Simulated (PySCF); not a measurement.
Runs of PySCF 2.14.0 on F2GaBr. The cell holds a molecule in a box, 4 atoms: a = 12.000 Å, b = 11.000 Å, c = 13.000 Å, α = 90.00°, β = 90.00°, γ = 90.00°. 

```tsv
task	level	conv_tol	grid for exchange and correlation	three-centre integrals	frozen core bands	exxdiv	gap on the mesh (eV)
atomic charges	PBE	1e-07 Ha	Becke, atom-centred	-	-	-	(b)
atomic charges	LDA	1e-07 Ha	Becke, atom-centred	read from an earlier run's file	-	-	(a)
MP2 correlation energy	HF	1e-08 Ha	-	read from an earlier run's file	20	ewald	13.64
atomic charges	WC	1e-07 Ha	Becke, atom-centred	read from an earlier run's file	-	-	4.75
atomic charges	r2SCAN0+D3(BJ)	1e-07 Ha	Becke, atom-centred	read from an earlier run's file	-	ewald	7.55
excitation energies (Tamm-Dancoff)	PBE0	1e-08 Ha	Becke, atom-centred	read from an earlier run's file	20	ewald	7.12
atomic charges	BLYP+D3	1e-07 Ha	Becke, atom-centred	read from an earlier run's file	-	-	4.62
```

Alike in all rows: potentials or basis 6-31g* (all-electron); no spin polarisation; cell as given; k mesh 1 × 1 × 1; smearing fixed.

Question: Fill in the values left out.

Answer: (a) 4.63; (b) 4.78.

Caveats: this is a molecule in a periodic box at the Γ point, so its band gap is the HOMO-LUMO gap; relativity is left out, which matters for the heavier elements; the basis of atomic orbitals isn't converged, which shifts pressures, moduli and gaps; the basis is small and the box finite, so much correlation energy is missing and levels can be off by tenths of an eV (some runs); the iterative solver can pass over a root and still report convergence (some runs).

A k mesh can miss the band edges, and the runs leave out spin-orbit coupling on Br, Ga.
